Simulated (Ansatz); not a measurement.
# wB97X/def2-SVP run of CH5AlO2 (SMILES C[Al](O)O)

What is the electronic atomisation energy of CH5AlO2 at wB97X/def2-SVP? 

The calculation is run with Ansatz 0.2.0.

65 further runs of the same task are left out: 65 set aside as unsound or not needed.

**1. Starting point**

CH5AlO2: 9 atoms, total charge 0, spin state singlet. SMILES: `C[Al](O)O`. Geometry: relaxed at PBE0-D4/def2-TZVP. This is one conformer, not always the lowest.

Bond lengths: C1–Al2 1.933 Å, Al2–O3 1.698 Å, Al2–O4 1.698 Å, C1–H5 1.093 Å, C1–H6 1.092 Å, C1–H7 1.094 Å, O3–H8 0.954 Å, O4–H9 0.955 Å. Some angles: C1–Al2–O3 118.6°, C1–Al2–O4 119.1°, O3–Al2–O4 122.3°, Al2–C1–H5 111.1°, Al2–C1–H6 111.7°, Al2–C1–H7 110.8°, Al2–O3–H8 125.6°, Al2–O4–H9 125.4°, H5–C1–H6 108.4°, H5–C1–H7 106.8°.

**2. A single-point energy at wB97X/def2-SVP**

Contents of run.yaml:

```yaml
crystal:
  periodic: [false, false, false]
  atoms:
    - symbol: C
      position_ang: [-0.025110, 1.109820, -1.034090]
    - symbol: Al
      position_ang: [-0.001290, -0.302910, 0.285630]
    - symbol: O
      position_ang: [0.957740, -1.672870, -0.006720]
    - symbol: O
      position_ang: [-0.933740, -0.131550, 1.694140]
    - symbol: H
      position_ang: [-0.226970, 0.712350, -2.032300]
    - symbol: H
      position_ang: [-0.780650, 1.863510, -0.803740]
    - symbol: H
      position_ang: [0.945840, 1.611200, -1.084700]
    - symbol: H
      position_ang: [1.048330, -2.422320, 0.577320]
    - symbol: H
      position_ang: [-0.984140, -0.767250, 2.404460]
basis:
  gaussian:
    orbitals: def2-SVP
hamiltonian:
  xc: {name: wB97X}
accuracy: high
output:
  orbitals: {seedname: orbitals}
```

Run with:

```console
$ ansatz run run.yaml --threads 1 --pin off --max-ram 3480MiB --events-out events.jsonl --progress --plain --runs-dir runs
```

Output:

```text
Warning: RAYON_NUM_THREADS=1 ignored (pool sized by the plan → 1); use --threads N
Functional definition: wB97X
  name "wB97X"
  parameter omega = 0.3/bohr
  parameter cx = 0.157706
  parameter cx1 = 0.726479
  parameter cx2 = 1.04760
  parameter cx3 = -5.70635
  parameter cx4 = 13.2794
  parameter css1 = -4.33879
  parameter css2 = 18.2308
  parameter css3 = -31.7430
  parameter css4 = 17.2901
  parameter cos1 = 2.37031
  parameter cos2 = -11.3995
  parameter cos3 = 6.58405
  parameter cos4 = -3.78132
  exchange = spin_sum(e_x_unif_sr(omega)*poly(b97_u_x, 1 - cx, cx1, cx2, cx3, cx4)) + cx*exact_x_sr(omega)
      + exact_x_lr(omega)
  correlation = spin_sum(e_c_pw_same_spin*poly(b97_u_same, 1, css1, css2, css3, css4))
      + integral(e_c_pw_opposite_spin*poly(b97_u_opposite, 1, cos1, cos2, cos3, cos4))
1886 factors; integrals over basis functions are off by at most 1.0e-8 eV
369 factors; integrals over basis functions are off by at most 2.0e-9 eV
mean field evaluation 1: about -11796.3470 eV, gradient 6.9e1 eV
mean field evaluation 2: about -11796.4263 eV, gradient 7.1e1 eV
mean field evaluation 4: about -11805.0565 eV, gradient 1.5e0 eV
mean field evaluation 8: about -11805.1687 eV, gradient 8.0e-2 eV
mean field evaluation 16: about -11805.1687 eV, gradient 1.8e-5 eV
mean field -11805.16874915 eV, -433.8319497005 hartree, gradient 3.7e-8 eV, S^2 0.000000; 0 other end points of the search recorded, 0 dependent functions left out
reference -11805.16874585 eV, -433.8319495793 hartree; 20, 20 occupied and 65, 65 virtual orbitals, 1886 factors
Total energy: -11805.16874585 eV, -433.8319495793 hartree
```

Wall time 16 s (1 thread of AMD EPYC 9R14 (Zen 4), shared host); peak memory 0.5 GiB.

**3. The Al atom**

Contents of input.yaml:

```yaml
basis:
  gaussian: {orbitals: def2-SVP}
crystal:
  periodic: [false, false, false]
  atoms:
    - {symbol: Al, position_ang: [0.000000, 0.000000, 0.000000]}
magnetization: {spin_polarized: true, initial_magnetization: 1}
hamiltonian: {xc: {name: wB97X}}
accuracy: high
```

Run the same way, it converges to -242.26640 Eh (log not shown).

**4. The C atom, same level**

Contents of job.yaml:

```yaml
crystal:
  periodic: [false, false, false]
  atoms:
    - {symbol: C, position_ang: [0.000000, 0.000000, 0.000000]}
basis:
  gaussian: {orbitals: def2-SVP}
magnetization: {spin_polarized: true, initial_magnetization: 2}
hamiltonian: {xc: {name: wB97X}}
accuracy: high
```

Run the same way, it converges to -37.80174 Eh (log not shown).

**5. The H atom, same level**

Contents of molecule.yaml:

```yaml
basis:
  gaussian:
    orbitals: def2-SVP
crystal:
  periodic: [false, false, false]
  atoms:
    - {symbol: H, position_ang: [0.000000, 0.000000, 0.000000]}
magnetization:
  spin_polarized: true
  initial_magnetization: 1
accuracy: high
hamiltonian:
  xc: {name: wB97X}
```

Run with:

```console
$ ansatz run molecule.yaml --threads 1 --pin off --max-ram 3480MiB --events-out events.jsonl --progress --plain --runs-dir runs
```

Output, shortened:

```text
Warning: RAYON_NUM_THREADS=1 ignored (pool sized by the plan → 1); use --threads N
[... 2 set-up lines as earlier in the session ...]
[...]
      + exact_x_lr(omega)
[...]
      + integral(e_c_pw_opposite_spin*poly(b97_u_opposite, 1, cos1, cos2, cos3, cos4))
15 factors; integrals over basis functions are off by at most 8.9e-10 eV
15 factors; integrals over basis functions are off by at most 7.0e-10 eV
[...]
mean field -13.62211750 eV, -0.5006035846 hartree, gradient 3.3e-9 eV, S^2 0.750000; 0 other end points of the search recorded, 0 dependent functions left out
reference -13.62211771 eV, -0.5006035924 hartree; 1, 0 occupied and 4, 5 virtual orbitals, 15 factors
Total energy: -13.62211771 eV, -0.5006035924 hartree
```

Run time: 0.34 s. Hardware: 1 thread of AMD EPYC 9R14 (Zen 4), shared host; peak memory 0.1 GiB.

**6. The O atom at the same level**

Changes to job.yaml since step 4:

```diff
@@ -3,3 +3,3 @@
   atoms:
-    - {symbol: C, position_ang: [0.000000, 0.000000, 0.000000]}
+    - {symbol: O, position_ang: [0.000000, 0.000000, 0.000000]}
 basis:
```

Run the same way, it converges to -74.98253 Eh (log not shown).

**7. Results**

Level: wB97X/def2-SVP.

| quantity | value |
| --- | --- |
| molecule: total energy | -433.83195 Eh |
| molecule: HOMO energy | -10.94 eV |
| molecule: LUMO energy | 2.22 eV |
| molecule: HOMO–LUMO gap | 13.16 eV |
| Al atom: total energy | -242.26640 Eh |
| Al atom: ⟨S²⟩ | 0.754 |
| C atom: total energy | -37.80174 Eh |
| C atom: ⟨S²⟩ | 2.005 |
| H atom: total energy | -0.50060 Eh |
| H atom: ⟨S²⟩ | 0.750 |
| O atom: total energy | -74.98253 Eh |
| O atom: ⟨S²⟩ | 2.003 |
| electronic atomisation energy | 35.258 eV |

**Reading.** Taking the molecule apart into free atoms costs 35.26 eV (813 kcal/mol), before zero-point energy and without spin-orbit coupling.
